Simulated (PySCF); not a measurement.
**BSiPH5F (SMILES BP[SiH2]F): levels of theory compared**

Wanted: a comparison of 6 runs (MP2/STO-3G, MP2/3-21G, MP2/6-31G, MP2/6-31G*, MP2/6-31G**, MP2/6-311G**) of BSiPH5F. 

Program for the calculation: PySCF 2.14.0.

## 1. The molecule

The species is BSiPH5F (9 atoms), meant as a singlet with charge 0. SMILES: `BP[SiH2]F`. The coordinates come from a GFN2-xTB relaxation. This is one conformer, not always the lowest.

Bond lengths: B1–P2 1.829 Å, P2–Si3 2.222 Å, Si3–F4 1.615 Å, B1–H5 1.168 Å, B1–H6 1.170 Å, P2–H7 1.380 Å, Si3–H8 1.453 Å, Si3–H9 1.454 Å. Some angles: B1–P2–Si3 106.7°, P2–Si3–F4 113.5°, B1–P2–H7 104.1°, Si3–P2–H7 100.8°, P2–B1–H5 120.8°, P2–B1–H6 118.2°, P2–Si3–H8 110.4°, P2–Si3–H9 108.8°, F4–Si3–H8 103.8°, F4–Si3–H9 103.4°.

## 2. A single-point energy at MP2/STO-3G (run 1)

File calc.py:

```python
# BP[SiH2]F
from pyscf import gto, scf, mp

mol = gto.Mole()
mol.atom = '''
B     -0.532970     1.197230    -1.244430
P      0.725730     0.892030     0.046950
Si     0.085200    -0.931350     1.143990
F     -0.286140    -2.169000     0.174410
H     -0.216340     1.421910    -2.346040
H     -1.651250     1.296760    -0.913980
H      1.812790     0.404740    -0.650580
H     -1.146650    -0.678830     1.872860
H      1.209620    -1.433490     1.916820
'''
mol.basis = 'sto-3g'
mol.spin = 0
mol.max_memory = 1860
mol.verbose = 3
mol.build()

mf = scf.RHF(mol)
mf.conv_tol = 1e-10
mf.kernel()
if not mf.converged:
    mf = mf.newton().run(mf.mo_coeff, mf.mo_occ)

pt = mp.MP2(mf, frozen=12).run()
e_tot = pt.e_tot
print(f'total energy: {e_tot:.8f} hartree')
```

Run with:

```
OMP_NUM_THREADS=1 python calc.py
```

Output:

```text
converged SCF energy = -747.855172701244
E(RMP2) = -747.975063552522  E_corr = -0.119890851277801
E(SCS-RMP2) = -747.988319544979  E_corr = -0.133146843734364
total energy: -747.97506355 hartree
```

It took 0.68 s on 1 thread of Arm Neoverse V2, shared host; peak memory 0.12 GiB.

## 3. A single-point energy at MP2/3-21G (run 2)

File job.py:

```python
from pyscf import gto, mp

system = gto.M(
    atom='''
B     -0.532970     1.197230    -1.244430
P      0.725730     0.892030     0.046950
Si     0.085200    -0.931350     1.143990
F     -0.286140    -2.169000     0.174410
H     -0.216340     1.421910    -2.346040
H     -1.651250     1.296760    -0.913980
H      1.812790     0.404740    -0.650580
H     -1.146650    -0.678830     1.872860
H      1.209620    -1.433490     1.916820
''',
    verbose=4,
    max_memory=1860,
    basis='3-21g',
)

mf = system.RHF()
mf.conv_tol = 1e-10
mf.kernel()
if not mf.converged:
    mf = mf.newton().run(mf.mo_coeff, mf.mo_occ)

pt = mp.MP2(mf, frozen=12).run()
e_tot = pt.e_tot
print(f'total energy: {e_tot:.8f} hartree')
```

Run with:

```
OMP_NUM_THREADS=1 python job.py
```

Output:

```text
PySCF version 2.14.0

[... 63 lines left out ...]
converged SCF energy = -752.769253721803
[... 1 line left out ...]
******** <class 'pyscf.mp.mp2.RMP2'> ********
nocc = 12, nmo = 42
frozen orbitals 12
E(RMP2) = -753.051757268898  E_corr = -0.282503547094777
E(SCS-RMP2) = -753.056128330381  E_corr = -0.286874608578348
E_corr(same-spin) = -0.0601495937715974
E_corr(oppo-spin) = -0.222353953323179
total energy: -753.05175727 hartree
```

It took 0.76 s on 1 thread of Arm Neoverse V2, shared host; peak memory 0.13 GiB.

Run 3 isn't shown in full; the table further down has it.

## 4. The energy at MP2/6-31G(d) (spherical functions) (run 4)

File job.py:

```python
from pyscf import gto, scf, mp

mol = gto.M(
    atom='''
B     -1.007167     2.262437    -2.351632
P      1.371431     1.685692     0.088723
Si     0.161005    -1.759996     2.161828
F     -0.540726    -4.098816     0.329587
H     -0.408823     2.687020    -4.433373
H     -3.120410     2.450521    -1.727172
H      3.425677     0.764848    -1.229418
H     -2.166854    -1.282803     3.539192
H      2.285851    -2.708904     3.622265
''',
    charge=0,
    verbose=3,
    basis='6-31g*',
    max_memory=1860,
    unit='bohr',
)

mf = scf.RHF(mol)
mf.conv_tol = 1e-10
mf.kernel()
if not mf.converged:
    mf = mf.newton().run(mf.mo_coeff, mf.mo_occ)

pt = mp.MP2(mf, frozen=12).run()
etot = pt.e_tot
print('E(%s) = %.9f' % ('MP2', etot))
```

Run with:

```
OMP_NUM_THREADS=1 python job.py
```

Output:

```text
converged SCF energy = -756.712066950808
E(RMP2) = -757.138410820845  E_corr = -0.426343870037307
E(SCS-RMP2) = -757.136688020152  E_corr = -0.424621069343848
E(MP2) = -757.138410821
```

It took 1.6 s on 1 thread of Arm Neoverse V2, shared host; peak memory 0.16 GiB.

Run 5 isn't shown in full; the table further down has it.

## 5. A single-point energy at MP2/6-311G(d,p) (run 6)

File calc.py:

```python
# BP[SiH2]F
from pyscf import gto, mp

mol = gto.Mole()
mol.atom = '''
B     -1.007167     2.262437    -2.351632
P      1.371431     1.685692     0.088723
Si     0.161005    -1.759996     2.161828
F     -0.540726    -4.098816     0.329587
H     -0.408823     2.687020    -4.433373
H     -3.120410     2.450521    -1.727172
H      3.425677     0.764848    -1.229418
H     -2.166854    -1.282803     3.539192
H      2.285851    -2.708904     3.622265
'''
mol.basis = '6-311g**'
mol.unit = 'bohr'
mol.verbose = 3
mol.max_memory = 1860
mol.build()

mf = mol.RHF()
mf.conv_tol = 1e-10
mf.kernel()
if not mf.converged:
    mf = mf.newton().run(mf.mo_coeff, mf.mo_occ)

pt = mp.MP2(mf, frozen=12).run()
energy = pt.e_tot
print('E(%s) = %.9f' % ('MP2', energy))
```

Run with:

```
OMP_NUM_THREADS=1 python calc.py
```

Output:

```text
converged SCF energy = -756.793266581199
E(RMP2) = -757.307029230028  E_corr = -0.513762648828766
E(SCS-RMP2) = -757.310295454092  E_corr = -0.517028872892953
E(MP2) = -757.307029230
```

It took 3.6 s on 1 thread of Arm Neoverse V2, shared host; peak memory 0.37 GiB.

## 6. All runs side by side

```csv
run,level,energy (Eh),dipole moment (D) of the reference,HOMO energy (eV),LUMO energy (eV),wall time
1,MP2/STO-3G,-747.975064,1.04,-7.18,6.54,0.68 s
2,MP2/3-21G,-753.051757,0.83,-10.23,1.84,0.76 s
3,MP2/6-31G,-756.861323,1.34,-10.21,1.95,1.1 s
4,MP2/6-31G* (spherical functions),-757.138411,0.92,-10.05,2.09,1.6 s
5,MP2/6-31G** (spherical functions),-757.179582,0.93,-10.04,2.10,2.1 s
6,MP2/6-311G**,-757.307029,1.12,-10.14,1.67,3.6 s
```

## 7. Results

| quantity | value |
| --- | --- |
| run 6: total energy | -757.30703 Eh |
| run 6: dipole moment (Hartree–Fock density) | 1.12 D |
| run 6: HOMO energy (Hartree–Fock orbitals) | -10.14 eV |
| run 6: LUMO energy (Hartree–Fock orbitals) | 1.67 eV |
| run 6: HOMO–LUMO gap (Hartree–Fock orbitals) | 11.81 eV |
| run 6: correlation energy (12 core orbitals frozen) | -513.8 mEh |

In words: In run 1 the basis is minimal, so the values are rough. All runs together took 9.8 s, the longest 3.6 s.
